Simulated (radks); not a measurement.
# Valence configurations of Sm²⁺

One table from this session's results is given with a row withheld; the runs are named, their logs left out.

Method: Dirac Kohn-Sham, LDA (Slater exchange, Perdew-Wang correlation), spin-unpolarised, spherical densities, finite nucleus; open shells are shared between the two j in proportion to 2j + 1. Code: radks (a radial shooting solver on a logarithmic mesh, Libxc functionals) version 1.

## Starting point

```
element            : samarium (Z = 62)
charge             : +2
electrons          : 60
configuration      : [Xe] 4f6
nuclear rms radius : 5.0819 fm
others tried       : 4f5 5d1; 4f5 6p1; 4f5 6s1; 4f5.5 5d0.5; 4f4 5d2; 4f4 6s2; 4f2 5d2 6s2; 4f5.5 6p0.5
```

The outer shells:

Sm²⁺
```
[Xe] core
4f [↑ ][↑ ][↑ ][↑ ][↑ ][↑ ][  ]
```

The first run:

Settings of this run:

```text
Z 62
configuration [Xe] 4f6
relativity Dirac
functional lda,pw
spin unpolarised
j_filling average
nucleus finite rms 5.0819 fm
c 137.035999084
```

Started as:

```console
python run_ks.py task.json out
```

The same process makes all the runs of this session.

Steps of the session up to this table: [Xe] 4f6.

One of the session's tables, all rows but one given; the rest of the session is left out.

It belongs to the step «[Xe] 4f6». Radial moments (bohr):

| level | <r> | outermost maximum (interpolated) | 90 % within | nodes |
| --- | --- | --- | --- | --- |
| 4p3/2 | 0.6228 | 0.571 | 0.907 | 2 |
| 4d3/2 | 0.6653 | 0.583 | 1.00 | 1 |
| 4d5/2 | 0.6758 | 0.591 | 1.02 | 1 |
| 5s1/2 | 1.407 | 1.26 | 2.03 | 4 |
| 5p1/2 | ? | ? | ? | ? |
| 5p3/2 | 1.677 | 1.46 | 2.46 | 3 |
| 4f5/2 | 0.9820 | 0.611 | 1.73 | 0 |
| 4f7/2 | 0.9983 | 0.616 | 1.76 | 0 |

Q: Estimate the row for 5p1/2 from the others.

As computed: <r>: 1.584; outermost maximum (interpolated): 1.38; 90 % within: 2.32; nodes: 3. In the column «<r>» it lies between 5s1/2 (1.407) and 5p3/2 (1.677).
